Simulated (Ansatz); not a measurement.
**TiO2 (P4_2/mnm): relaxation of cell and ions, by script**

What cell does TiO2 (P4_2/mnm) relax to? A script is to give a relaxation of cell and ions; the system is TiO2 (P4_2/mnm).

Program: the Python package of Ansatz 0.2.0. Level of theory: DFT PBE, plane waves, PAW. These are calculated values, not measurements.

## 1. The structure

Symmetry: P4_2/mnm, No. 136, tetragonal system. The conventional cell has a = 4.592 Å, b = 4.592 Å, c = 2.957 Å, α = 90.00°, β = 90.00°, γ = 90.00°. Around Ti (site symmetry mmm) lie 6 O at 1.95 to 1.98 Å. Around O (site symmetry m2m) lie 3 Ti at 1.95 to 1.98 Å.

POSCAR_tio2, read by the script:

```text
TiO2
1.0
   4.59220000    0.00000000    0.00000000
   0.00000000    4.59220000    0.00000000
   0.00000000    0.00000000    2.95740000
Ti O
2 4
Direct
   0.00000000    0.00000000    0.00000000
   0.50000000    0.50000000    0.50000000
   0.30496000    0.30496000    0.00000000
   0.19504000    0.80496000    0.50000000
   0.69504000    0.69504000    0.00000000
   0.80496000    0.19504000    0.50000000
```

## 2. The code

tio2_vcrelax.py reads:

```python
"""Variable-cell relaxation of TiO2."""

from pathlib import Path

import ansatz as az
from ase import Atoms
from ase.io import read
from ase.neighborlist import neighbor_list
import numpy as np

KMESH = (4, 4, 6)
FORCE_TOL = 0.01

def edges_and_angles(cell):
    cell = np.asarray(cell)
    a, b, c = np.linalg.norm(cell, axis=1)
    cosines = cell[1] @ cell[2] / (b * c), cell[0] @ cell[2] / (a * c), cell[0] @ cell[1] / (a * b)
    return (a, b, c, *np.degrees(np.arccos(cosines)))

atoms = read("POSCAR_tio2", format="vasp")
xtal = az.Crystal.from_ase(atoms)

# edges free, angles fixed
setup = (
    xtal.calculation()
    .kpoints(*KMESH)
    .occupations(az.OccupationsMethod.FIXED)  # whole-number filling, right only where there is a gap
    .relax(force_tolerance=FORCE_TOL, fix_cell=["angles"])
    .density()
    .electron_localization_function()  # 1 for a lone pair or bond, 0.5 for a uniform gas
    .output_files(volumetric_format="npy")
)
steps = []


def follow(event):
    if event["event"] != "relax_step":
        return
    row = event["data"]
    steps.append(row)
    print(f"step {row['step']:3d}  E = {row['lagrangian_ev']:.5f} eV  largest force component = {row['allowed_force_max_ev_ang']:.4f} eV/A  P = {row['pressure_gpa']:.3f} GPa")


out = setup.session().plan(threads=1).execute(on_event=follow)
data = out.report

first, last = steps[0], steps[-1]
symbols = [site.symbol for site in out.lattice.sites]
print(f"energy gained {first['lagrangian_ev'] - last['lagrangian_ev']:.4f} eV in {len(steps) - 1} steps")
for label, vectors in (("before", first["cell_ang"]), ("after", out.lattice.cell_ang)):
    print(label, "a b c (A) {:.4f} {:.4f} {:.4f}  angles {:.2f} {:.2f} {:.2f}".format(*edges_and_angles(vectors)), f" V = {abs(np.linalg.det(vectors)):.3f} A^3")
print("final stress xx yy zz (GPa, compression positive):", np.round(np.diag(data["stress_gpa"]), 3) + 0.0)

print("atom   start x y z (A)              end x y z (A)")
for symbol, a, b in zip(symbols, first["positions_ang"], last["positions_ang"]):
    print(f"{symbol:3s}", " ".join(f"{v:8.4f}" for v in a), "  ", " ".join(f"{v:8.4f}" for v in b))

change = np.array(last["positions_ang"]) @ np.linalg.inv(last["cell_ang"]) - np.array(first["positions_ang"]) @ np.linalg.inv(first["cell_ang"])
moved = np.linalg.norm(change @ np.array(last["cell_ang"]), axis=1)
print("displacement within the cell, strain taken out (A):", " ".join(f"{s}:{d:.3f}" for s, d in zip(symbols, moved)))

final = Atoms(symbols, positions=last["positions_ang"], cell=out.lattice.cell_ang, pbc=True)
i, j, d = neighbor_list("ijd", final, 4.5)
print("neighbours within 1.1 times the shortest distance of each atom (A)")
for atom in range(len(final)):
    near = [m for m in np.argsort(d) if i[m] == atom]
    shell = [m for m in near if d[m] < 1.1 * d[near[0]]]
    print(f"{symbols[atom]}{atom} ({len(shell)}):", ", ".join(f"{symbols[j[m]]} {d[m]:.3f}" for m in shell))

for key in ("converged", "n_iterations", "n_electrons", "n_kpoints", "n_pw", "n_symmetry_ops", "free_energy_ev", "fermi_energy_ev"):
    print(f"{key:18s} {data[key]}")

# ELF is 0.5 in a uniform gas and nears 1 where pairs localise
folder = Path(out.write_results("elf"))
elf = np.load(folder / "elf.npy")
peak = np.unravel_index(elf.argmax(), elf.shape)
print(f"largest ELF {elf.max():.3f} at grid fractions", np.round(np.array(peak) / elf.shape, 3))
for level in (0.2, 0.5, 0.7, 0.8, 0.9):
    print(f"share of the cell with ELF over {level}: {np.mean(elf > level):.3f}")
```

## 3. The input behind the calls

The engine receives this input:

```yaml
crystal:
  lattice:
    - [4.5922, 0.0, 0.0]
    - [0.0, 4.5922, 0.0]
    - [0.0, 0.0, 2.9574]
  atoms:
    - { symbol: Ti, position: [0.0, 0.0, 0.0] }
    - { symbol: Ti, position: [0.5, 0.5, 0.5] }
    - { symbol: O, position: [0.30496, 0.30496, 0.0] }
    - { symbol: O, position: [0.19504, 0.80496, 0.5] }
    - { symbol: O, position: [0.69504, 0.69504, 0.0] }
    - { symbol: O, position: [0.80496, 0.19504, 0.5] }
kpoints:
  mp_grid:
    grid: [4, 4, 6]
scf:
  occupations:
    method: fixed
relax:
  f_tol: 0.01
  cell:
    fix: [angles]
output:
  write_density: true
  volumetric_format: npy
  elf: true
```

## 4. Running it

Run with:

```
$ python tio2_vcrelax.py
```

Q: Predict the main results. Wanted: free energy; moves of the relaxation; energy gained; last largest force component; relaxed conventional cell; space group at the end; highest ELF outside the cores.

As calculated:

| quantity | value |
| --- | --- |
| free energy | -7277.3038 eV (-1212.8840 eV/atom) |
| moves of the relaxation | 5 |
| energy gained (ahead of the last change of basis) | 4.2 meV/atom |
| last largest force component | 0.0000 eV/Å |
| relaxed conventional cell | a = 4.643 Å, b = 4.643 Å, c = 2.964 Å, α = 90.00°, β = 90.00°, γ = 90.00° |
| space group at the end | P4_2/mnm |
| highest ELF outside the cores | 0.83, in the shell around O |

What this shows: The volume grew by 2.5 % over 5 moves, and the space group stayed P4_2/mnm. What to keep in mind:
- Spin is left out of this run.
- Under fixed occupations the level called the Fermi level is the highest filled one on the SCF mesh; off the mesh a filled band can lie a little above it.
- The zero of the levels is a convention of the potentials, so an absolute Fermi energy is no work function.
- Energies along a relaxation are free energies. Rows at an unchanged volume are solved on a plane-wave basis chosen afresh for that cell, so the energy jumps there and such rows are no steps of the walk.
- No functional is typed, so the default, PBE, holds.
- Densities and potentials on the grid are those of the valence electrons, and inside the cores they hang on the potentials used.
